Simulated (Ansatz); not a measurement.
# CH4FNOSi: the cost of one run

Program: Ansatz 0.2.0, Gaussian basis. Level of theory: the settings change from run to run. These are calculated values, not measurements.

## 1. The relaxed structure

An earlier PBE0-D4 in a triple-zeta def2 set relaxation fixed the geometry.

SMILES `F[SiH]1NCO1`, 9 atoms, charge 0, spin multiplicity 1.

Atoms are counted from 1 here; the program's logs count them from 0.

Bond lengths: F1–Si2 1.589 Å, Si2–N3 1.704 Å, Si2–O5 1.655 Å, Si2–H6 1.472 Å, N3–C4 1.464 Å, N3–H7 1.004 Å, C4–O5 1.439 Å, C4–H8 1.096 Å, C4–H9 1.094 Å. Angles: F1–Si2–N3 117.6°, F1–Si2–O5 115.1°, F1–Si2–H6 104.3°, N3–Si2–O5 82.2°, N3–Si2–H6 120.6°, O5–Si2–H6 116.7°, Si2–N3–C4 87.9°, Si2–N3–H7 134.9°, C4–N3–H7 120.6°, N3–C4–O5 99.0°, N3–C4–H8 114.1°, N3–C4–H9 113.2°, O5–C4–H8 110.6°, O5–C4–H9 109.3°, H8–C4–H9 110.2°, Si2–O5–C4 90.6°.

## 2. wB97/aug-cc-pVTZ

File in.yaml:

```yaml
crystal:
  periodic: [false, false, false]
  atoms:
    - {symbol: F, position_ang: [-1.383864, -0.054423, -1.912910]}
    - {symbol: Si, position_ang: [-1.044010, 0.170647, -0.376642]}
    - {symbol: N, position_ang: [0.483774, 0.819613, 0.008207]}
    - {symbol: C, position_ang: [0.841681, -0.490940, 0.555094]}
    - {symbol: O, position_ang: [-0.428561, -1.150858, 0.406375]}
    - {symbol: H, position_ang: [-2.270590, 0.759704, 0.184073]}
    - {symbol: H, position_ang: [1.163079, 1.371678, -0.483532]}
    - {symbol: H, position_ang: [1.618183, -1.015129, -0.013290]}
    - {symbol: H, position_ang: [1.108709, -0.456491, 1.615524]}
basis:
  gaussian: {orbitals: aug-cc-pVTZ}
hamiltonian: {xc: {name: wB97}}
output: {forces: true}
```

Launch:

```
> ansatz run in.yaml --threads 2 --pin off --events-out ev --progress --plain --max-ram 4352MiB
```

**Question.** How long does this run take on 2 threads of Arm Neoverse N1, shared host, and how much memory does it need?

About 35 s, with a peak of 0.95 GiB.
